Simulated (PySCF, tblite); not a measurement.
# C₄H₅ClF₂O₂: geometry, infrared bands and NMR shifts

Wanted: the infrared bands and NMR shifts of C₄H₅ClF₂O₂ (`CO[C@]1(C(F)(F)Cl)CO1`), by calculation.

Computed with tblite 0.8.0 and PySCF 2.14.0, with density-fitted response routines of our own, on a single molecule in the gas phase. Atoms count from 0, in the outputs and in this text.

## Step 1: The molecule as given

14 atoms, charge 0, multiplicity 1; geometry from: force field or distance geometry start.

Bonds of the start (Å): C0–O1 1.44, O1–C2 1.45, C2–C3 1.50, C3–F4 1.37, C3–F5 1.37, C3–Cl6 1.77, C2–C7 1.52, C7–O8 1.43, O8–C2 1.44, C0–H9 1.09, C0–H10 1.09, C0–H11 1.08, C7–H12 1.09, C7–H13 1.08.

## Step 2: Geometry optimisation with GFN2-xTB

Job settings and geometry (Å):

```
{"job": {"kind": "relax", "xc": "GFN2-xTB", "basis": "xTB"}, "charge": 0, "multiplicity": 1}
C      2.043100    -0.077400    -0.046000
O      0.869700     0.185700    -0.838300
C     -0.347400     0.166300    -0.054800
C     -1.052900    -1.149000     0.120000
F     -2.162300    -1.018400     0.913000
F     -0.240500    -2.030100     0.774900
Cl    -1.528000    -1.833900    -1.440300
C     -1.159200     1.449200    -0.126800
O     -0.424000     1.085500     1.047600
H      1.962300    -1.051900     0.446400
H      2.169900     0.710400     0.700400
H      2.898500    -0.081000    -0.708500
H     -2.250500     1.385800    -0.073100
H     -0.779500     2.258200    -0.736400
```

The run is started by

```bash
$ OMP_NUM_THREADS=1 python probes_run.py task.json out
```

This one command runs all jobs of the session in turn.

**Question.** This job is followed by: GFN2-xTB harmonic vibrations, gas phase; GIAO PBE0/pcSseg-1 NMR shielding, non-relativistic, gas phase. What will the session give for the following? strongest single infrared mode (GFN2-xTB); zero-point energy (GFN2-xTB); 13C shifts against TMS (PBE0/pcSseg-1); 1H shifts against TMS (PBE0/pcSseg-1, means over atoms taken as alike); 17O shifts against H2O (PBE0/pcSseg-1); 19F shifts against CFCl3 (PBE0/pcSseg-1); 35Cl shifts against HCl (PBE0/pcSseg-1).

As calculated:

| quantity | value |
| --- | --- |
| strongest single infrared mode (GFN2-xTB) | 1039 cm⁻¹, 168 km/mol |
| zero-point energy (GFN2-xTB) | 56.1 kcal/mol |
| 13C shifts against TMS (PBE0/pcSseg-1) | 139.9, 82.2, 56.9, 53.1 ppm |
| 1H shifts against TMS (PBE0/pcSseg-1, means over atoms taken as alike) | 3.71, 2.94, 2.83 ppm |
| 17O shifts against H2O (PBE0/pcSseg-1) | 63.2, 46.5 ppm |
| 19F shifts against CFCl3 (PBE0/pcSseg-1) | -69.5, -76.1 ppm |
| 35Cl shifts against HCl (PBE0/pcSseg-1) | 342 ppm |

In words: The optimisation took 73 steps and gained 0.293 eV; among the close pairs (by a distance rule), O1–C2 changed most, from 1.448 to 1.364 Å. No mode is imaginary among the 36: a minimum at this level. The strongest single mode, at 1039 cm⁻¹, is spread over several atoms, C3, C2, H13, F5 among them. Unscaled tight-binding wavenumbers are off by several per cent, some by more. Its intensities can rank the bands wrongly. The most deshielded hydrogen is H9, H10, H11 (mean) (hydrogen on a methyl carbon bonded to O), at 3.71 ppm: its carbon carries O, which withdraws density. At PBE0/pcSseg-1: The widest tensor belongs to Cl6: span 699 ppm, with a paramagnetic part of -538 ppm.
